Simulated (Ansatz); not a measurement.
**SiGeO (triplet): wave-function methods side by side, cc-pVDZ**

One table from this session's results is given with a row withheld; the runs are named, their logs left out.

The runs use Ansatz 0.2.0, Gaussian basis; cc-pVDZ, core rule «outside noble gas», up to 20 orbitals frozen.

The runs, in order: UHF; CCSD(T) on ROHF; CCSD(T) on UHF; BCCD(T) on ROHF; CISD; CCSDT(Q) on ROHF; CCSDT(Q) on UHF; CASSCF and MRCISD+Q, 12 electrons in 11 orbitals; CASSCF and NEVPT2, 12 electrons in 11 orbitals.

20 further runs of the same task are left out: 13 that didn't finish, 7 set aside as unsound or not needed.

## What is computed

The geometry is a PBE0/def2-TZVP stationary point (not a proven minimum) of the parent state, kept for this charge and spin. No spin-orbit coupling is included. The filled d shell of Ge may be among the frozen orbitals whatever the setting's name suggests; the logs give the count.

3 atoms, charge 0, spin multiplicity 3.

Atoms are counted from 1 here; the program's logs count them from 0.

Bond lengths: Ge1–Si2 2.341 Å, Si2–O3 1.517 Å. Angles: Ge1–Si2–O3 180.0°.

Geometry (Å):

```xyz
3
GeOSi
Ge    0.0000    0.0000    2.0662
Si    0.0000    0.0000   -0.2745
O     0.0000    0.0000   -1.7917
```

The first run:

Contents of in.yaml:

```yaml
crystal:
  periodic: [false, false, false]
  atoms:
    - {symbol: Ge, position_ang: [0.000000, 0.000000, 2.066200]}
    - {symbol: Si, position_ang: [0.000000, 0.000000, -0.274500]}
    - {symbol: O, position_ang: [0.000000, 0.000000, -1.791700]}
basis:
  gaussian: {orbitals: cc-pVDZ}
magnetization: {spin_polarized: true, initial_magnetization: 2}
hamiltonian: {xc: hf}
output: {orbitals: {seedname: orbitals}}
```

The run is started by

```
ansatz run in.yaml --threads 1 --pin off --events-out ev --progress --plain --max-ram 2393MiB
```

Steps of the session up to this table: UHF; CCSD(T) on ROHF; CCSD(T) on UHF; BCCD(T) on ROHF; CISD; CCSDT(Q) on ROHF; CCSDT(Q) on UHF; CASSCF and MRCISD+Q, 12 electrons in 11 orbitals; CASSCF and NEVPT2, 12 electrons in 11 orbitals.

One table of the session follows, with a row left open; its other results are not shown here.

It belongs to the step «Misses and costs». 

```
          method  from RCCSDT(Q) (kJ/mol)
            ROHF                   +967.7
             UHF                        ?
            RMP2                    +88.5
            UMP2                    +91.3
            CISD                   +149.6
           RCCSD                    +50.3
           UCCSD                    +49.5
        RCCSD(T)                     +7.8
        UCCSD(T)                     +7.5
         BCCD(T)                     +7.0
          RCCSDT                     +3.9
          UCCSDT                     +3.4
       RCCSDT(Q)                        0
       UCCSDT(Q)                     -2.5
  CASSCF valence                   +605.0
  NEVPT2 valence                   +139.4
  MRCISD valence                    +64.6
MRCISD+Q valence                    +15.5
```

Q: Estimate the row for UHF from the others.

**Answer.** from RCCSDT(Q) (kJ/mol): +956.5. In the column «from RCCSDT(Q) (kJ/mol)» it lies between CASSCF valence (+605.0) and ROHF (+967.7).

Caveats from the session: Restricted and unrestricted rows rest on different reference determinants; where their highest levels disagree by more than a few hundredths of an eV, they describe different states and don't form one ladder.
